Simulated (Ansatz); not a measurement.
Consider the interaction energy of a dimer with the counterpoise correction of I2 (Ansatz 0.2.0 through its Python package).

`dimer_i2.py`
```python
"""Interaction energy of two I2 molecules, with the counterpoise correction."""

import ansatz as az

FIRST = [
    ("I", (0.0, 0.0, -1.31)),
    ("I", (0.0, 0.0, 1.31)),
]
SECOND = [
    ("I", (-2.4014, -2.5997, 1.8176)),
    ("I", (-4.0763, -2.2982, 3.8095)),
]

def energy(atoms, ghosts=()):
    molecule = az.Crystal.molecule()
    for symbol, xyz in atoms:
        molecule = molecule.atom(symbol, xyz)
    calc = (
        molecule.calculation()
        .basis(gaussian="def2-SVPD")
        .functional("HF")
    )
    deck = calc.input()
    if ghosts:
        deck = deck.set(az.key.basis.gaussian.ghost_atoms, [{"symbol": s, "position_ang": list(xyz)} for s, xyz in ghosts])
    return az.Session.from_dict(deck).plan().execute().report["free_energy_ev"]


def main() -> None:
    # monomers in their own basis and in the basis of the dimer
    both = energy(FIRST + SECOND)
    alone = energy(FIRST) + energy(SECOND)
    ghosted = energy(FIRST, SECOND) + energy(SECOND, FIRST)
    print(f"dimer {both:.6f} eV")
    print(f"interaction, uncorrected   {(both - alone):8.3f} eV")
    print(f"interaction, counterpoise  {(both - ghosted):8.3f} eV")
    print(f"basis-set superposition    {(alone - ghosted):8.3f} eV")


if __name__ == "__main__":
    main()
```

How large is the interaction at this pose, and how much of it is basis-set superposition?

Uncorrected it is 0.337 eV, with the counterpoise correction 0.356 eV; the difference, 0.02 eV, is the superposition error. In this basis both values are repulsive.

The output:

`python dimer_i2.py` gives:
```text
dimer -32289.624698 eV
interaction, uncorrected      0.337 eV
interaction, counterpoise     0.356 eV
basis-set superposition       0.019 eV
```

Total energies depend on the basis set; only differences at equal settings carry meaning. The dimer is a generated trial pose of unrelaxed monomers, not a minimum, so the figure is no binding energy, and the basis set is small. def2 sets replace the cores of elements past krypton by effective core potentials. Hartree-Fock leaves correlation out, so bond, atomisation and ionisation energies come out well too low. This level lacks the dispersion part of the attraction (electrostatics and induction are there), which can decide the sign where the interaction is weak. The spin state was assumed, and another may lie lower. Hardware and time: 12 s on 1 thread of Arm Neoverse V2 (shared host), peak memory 0.49 GiB.

(Lines on the test bed's own set-up are left out of the output.)
